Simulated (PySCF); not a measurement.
**C₂H₃BrO: electronic structure in real space**

Aim: take C₂H₃BrO and localise its valence orbitals, compute its lowest excited states and see where an electron leaves and enters.

Computed with PySCF 2.14.0. Level: levels as typed in each script, gas phase, geometry from GFN2-xTB.

## 1. The starting structure

SMILES `CC(=O)Br`, 7 atoms, charge 0, spin multiplicity 1.

Bond lengths: C1–C2 1.480 Å, C1–H5 1.088 Å, C1–H6 1.090 Å, C1–H7 1.088 Å, C2–O3 1.178 Å, C2–Br4 1.983 Å. Angles: C2–C1–H5 109.6°, C2–C1–H6 109.6°, C2–C1–H7 109.9°, H5–C1–H6 107.5°, H5–C1–H7 110.1°, H6–C1–H7 110.1°, C1–C2–O3 130.6°, C1–C2–Br4 111.0°, O3–C2–Br4 118.5°.

Geometry (Å):

```xyz
7

C     1.72828   -1.05765   -0.00027
C     1.00792    0.23508   -0.00004
O     1.41682    1.33947    0.00009
Br   -0.95541   -0.04650   -0.00001
H     1.44327   -1.63446   -0.87805
H     1.44174   -1.63555    0.87867
H     2.80248   -0.88286    0.00079
```

## 2. Localised orbitals (PBE0/cc-pvdz)

File input.py:

```python
import numpy as np
from pyscf import gto, scf, dft, lo
from pyscf.data.elements import chemcore

def solve(mol, dm0=None, hcore=None):
    mf = (dft.UKS if mol.spin else dft.RKS)(mol, xc='pbe0')
    mf.grids.level = 3
    mf = mf.density_fit(auxbasis='def2-universal-jkfit')
    mf.conv_tol, mf.max_cycle = 1e-8, 80
    if hcore is not None:
        mf.get_hcore = lambda *args: hcore
    mf.kernel(dm0)
    if not mf.converged:
        mf = mf.newton().run(mf.mo_coeff, mf.mo_occ, max_cycle=30)
    assert mf.converged, 'SCF not converged'
    return mf

mol = gto.M(atom='''
C      1.72828    -1.05765    -0.00027
C      1.00792     0.23508    -0.00004
O      1.41682     1.33947     0.00009
Br    -0.95541    -0.04650    -0.00001
H      1.44327    -1.63446    -0.87805
H      1.44174    -1.63555     0.87867
H      2.80248    -0.88286     0.00079
''', basis='cc-pvdz', charge=0, spin=0, verbose=4)
mf = solve(mol)
occ_all = mf.mo_coeff[:, mf.mo_occ > 0]
occ = occ_all[:, chemcore(mol):]
loc = lo.ibo.ibo(mol, occ, iaos=lo.iao.iao(mol, occ_all))
fock, s = mf.get_fock(), mf.get_ovlp()
ortho = lo.orth_ao(mol, 'meta_lowdin')
ortho = lo.vec_lowdin(lo.iao.iao(mol, occ_all), s)
labels = lo.iao.reference_mol(mol).ao_labels(fmt=None)
vir = lo.vvo.livvo(mol, occ_all, mf.mo_coeff[:, mf.mo_occ == 0])
both = np.hstack([loc, vir])
p = (ortho.T @ s @ both) ** 2
pop = np.array([p[[l[0] == a for l in labels]].sum(0) for a in range(mol.natm)])
spd = np.array([[p[[l[0] == a and l[2][-1] == k for l in labels]].sum(0) for k in 'spd'] for a in range(mol.natm)])
eps = np.einsum('pi,pq,qi->i', both, fock, both)
for i in np.argsort(eps):
    top = np.argsort(-pop[:, i])[:3]
    print('%3d %s %9.4f Eh ' % (i + 1, 'occ' if i < loc.shape[1] else 'vir', eps[i]), '  '.join('%s%d %.3f' % (mol.atom_symbol(a), a + 1, pop[a, i]) for a in top))
np.savez('result.npz', c=both, nocc=loc.shape[1], pop=pop, spd=spd, eps=eps, e=mf.e_tot)
```

The run is started by

```bash
OMP_NUM_THREADS=1 python input.py
```

## 4. Excited states (PBE/def2-svp)

File input.py:

```python
import numpy as np
from pyscf import gto, scf, dft, tdscf
from pyscf.scf import atom_ks, atom_hf
from scipy.linalg import block_diag

def solve(mol, dm0=None, hcore=None):
    mf = (dft.UKS if mol.spin else dft.RKS)(mol, xc='pbe')
    mf.grids.level = 3
    mf = mf.density_fit(auxbasis='def2-universal-jkfit')
    mf.conv_tol, mf.max_cycle = 1e-8, 80
    if hcore is not None:
        mf.get_hcore = lambda *args: hcore
    mf.kernel(dm0)
    if not mf.converged:
        mf = mf.newton().run(mf.mo_coeff, mf.mo_occ, max_cycle=30)
    assert mf.converged, 'SCF not converged'
    return mf

mol = gto.M(atom='''
C      1.72828    -1.05765    -0.00027
C      1.00792     0.23508    -0.00004
O      1.41682     1.33947     0.00009
Br    -0.95541    -0.04650    -0.00001
H      1.44327    -1.63446    -0.87805
H      1.44174    -1.63555     0.87867
H      2.80248    -0.88286     0.00079
''', basis='def2-svp', charge=0, spin=0, verbose=4)
mf = solve(mol)
td = mf.TDDFT()
td.nstates, td.singlet, td.conv_tol = 5, True, 1e-5
td.kernel()
td.analyze()
x, y = np.array([p[0] for p in td.xy]), np.array([p[1] + 0 * p[0] for p in td.xy])
f, mu = td.oscillator_strength(), td.transition_dipole()
nto = [td.get_nto(state=i + 1, verbose=4) for i in range(len(td.e))]
# spherically averaged free atoms, for the promolecule
atm = atom_ks.get_atm_nrks(mol, xc='pbe')
pro = block_diag(*[(atm[a[0]][2] * atm[a[0]][3]) @ atm[a[0]][2].T for a in mol._atom])
np.savez('result.npz', e=td.e, f=f, ok=td.converged, w=[n[0] for n in nto], nto=[n[1] for n in nto], x=x, y=y, c=mf.mo_coeff, occ=mf.mo_occ, eps=mf.mo_energy, pro=pro, mu=mu)
```

## 6. Removing and adding an electron (M06-2X/def2-svpd)

File input.py:

```python
import numpy as np
from pyscf import gto, scf, dft
from pyscf.scf import atom_ks, atom_hf
from scipy.linalg import block_diag

def solve(mol, dm0=None, hcore=None):
    mf = (dft.UKS if mol.spin else dft.RKS)(mol, xc='m062x')
    mf.grids.level = 3
    mf = mf.density_fit(auxbasis='def2-universal-jkfit')
    mf.conv_tol, mf.max_cycle = 1e-8, 80
    if hcore is not None:
        mf.get_hcore = lambda *args: hcore
    mf.kernel(dm0)
    if not mf.converged:
        mf = mf.newton().run(mf.mo_coeff, mf.mo_occ, max_cycle=30)
    assert mf.converged, 'SCF not converged'
    return mf

mol = gto.M(atom='''
C      1.72828    -1.05765    -0.00027
C      1.00792     0.23508    -0.00004
O      1.41682     1.33947     0.00009
Br    -0.95541    -0.04650    -0.00001
H      1.44327    -1.63446    -0.87805
H      1.44174    -1.63555     0.87867
H      2.80248    -0.88286     0.00079
''', basis='def2-svpd', charge=0, spin=0, verbose=4)
mf = solve(mol)
out = dict(e0=mf.e_tot, dm0=mf.make_rdm1(), c=mf.mo_coeff, occ=mf.mo_occ, eps=mf.mo_energy)
for name, dq, spin in [('cation', 1, 1), ('anion', -1, 1)]:
    ion = mol.copy().set(charge=mol.charge + dq, spin=spin).build()
    mi = solve(ion)
    if spin and dq > 0 and mol.nao < 130:
        c, _, stable, _ = mi.stability(return_status=True)
        if not stable:
            mi = solve(ion, mi.make_rdm1(c, mi.mo_occ))
    print(name, 'vertical energy change / eV', (mi.e_tot - mf.e_tot) * 27.211386)
    out.update({'e_' + name: mi.e_tot, 'dm_' + name: mi.make_rdm1(), 's2_' + name: mi.spin_square()[0], 'eps_' + name: mi.mo_energy, 'occ_' + name: mi.mo_occ})
# spherically averaged free atoms, for the promolecule
atm = atom_ks.get_atm_nrks(mol, xc='m062x')
pro = block_diag(*[(atm[a[0]][2] * atm[a[0]][3]) @ atm[a[0]][2].T for a in mol._atom])
np.savez('result.npz', pro=pro, **out)
```

(Steps that only read results are left out.)

**Question.** What will these runs give? Wanted: lowest singlet excitation; vertical ionisation energy.

The runs gave:

| quantity | value |
| --- | --- |
| localised occupied orbitals above −45 eV (PBE0/cc-pvdz) | 12 |
| lowest singlet excitation (PBE/def2-svp) | 4.61 eV |
| vertical ionisation energy (M06-2X/def2-svpd) | 10.88 eV |

What this shows: The ionisation energy from two SCF runs, 10.88 eV, lies 1.3 eV above −ε(HOMO) = 9.55 eV of the same level, M06-2X/def2-svpd, since self-interaction lifts this functional's HOMO. All values hold at the given geometry, in the gas phase.
